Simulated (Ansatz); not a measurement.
# Ge5Pd: the cost of one run

Program: Ansatz 0.2.0. Level of theory: DFT PBE, scalar-relativistic, plane waves, PAW. These are calculated values, not measurements.

## (1) The structure to begin with

The structure is cubic, space group F-43m (No. 216). Conventional cell: a = 8.105 Å, b = 8.105 Å, c = 8.105 Å, α = 90.00°, β = 90.00°, γ = 90.00°. Ge (site symmetry -43m) has 4 Ge at 1.97 Å in its first shell of neighbours. Ge (site symmetry 3m) has 1 Ge at 1.97 Å in its first shell of neighbours. Pd (site symmetry -43m) is surrounded by 12 Ge at 3.33 Å.

As a file:

```cif
data_structure
_symmetry_space_group_name_H-M 'P 1'
_symmetry_Int_Tables_number 1
_cell_length_a 5.7313
_cell_length_b 5.7313
_cell_length_c 5.7313
_cell_angle_alpha 60.000
_cell_angle_beta 60.000
_cell_angle_gamma 60.000
_cell_volume 133.12
loop_
_atom_site_label
_atom_site_type_symbol
_atom_site_fract_x
_atom_site_fract_y
_atom_site_fract_z
_atom_site_occupancy
Ge1 Ge 0.50000 0.50000 0.50000 1
Ge2 Ge 0.64014 0.64014 0.64014 1
Ge3 Ge 0.64014 0.64014 0.07958 1
Ge4 Ge 0.64014 0.07958 0.64014 1
Ge5 Ge 0.07958 0.64014 0.64014 1
Pd1 Pd 0.00000 0.00000 0.00000 1
```

Recipe of the guess: random cell by space group and Wyckoff sites (F-43m, No. 216). The dimensions are guesses.

## (2) Probe: one point on a coarse mesh

input.yaml reads:

```yaml
crystal:
  lattice:
    - [0.0, 4.05266887, 4.05266887]
    - [4.05266887, 0.0, 4.05266887]
    - [4.05266887, 4.05266887, 0.0]
  atoms:
    - { symbol: Ge, position: [0.5, 0.5, 0.5] }
    - { symbol: Ge, position: [0.64013929, 0.64013929, 0.64013929] }
    - { symbol: Ge, position: [0.64013929, 0.64013929, 0.07958213] }
    - { symbol: Ge, position: [0.64013929, 0.07958213, 0.64013929] }
    - { symbol: Ge, position: [0.07958213, 0.64013929, 0.64013929] }
    - { symbol: Pd, position: [0.0, 0.0, 0.0] }
basis:
  ecutwfc: 420
kpoints:
  mp_grid: { grid: [4, 4, 4] }
hamiltonian:
  xc: pbe
scf:
  occupations: { method: gaussian, width: 0.1 }
  lower_state_search: "off"
output:
  forces: true
  stress: true
  eigenvalues: true
```

On the command line:

```sh
ansatz run input.yaml --threads 1 --pin off --max-ram 2560MiB --backend cpu --events-out ev --progress --plain --runs-dir out
```

What time and memory should one allow on 1 thread of Intel Xeon 6975P-C (Granite Rapids), shared host?

About 3.2 s, with a peak of 0.43 GiB.
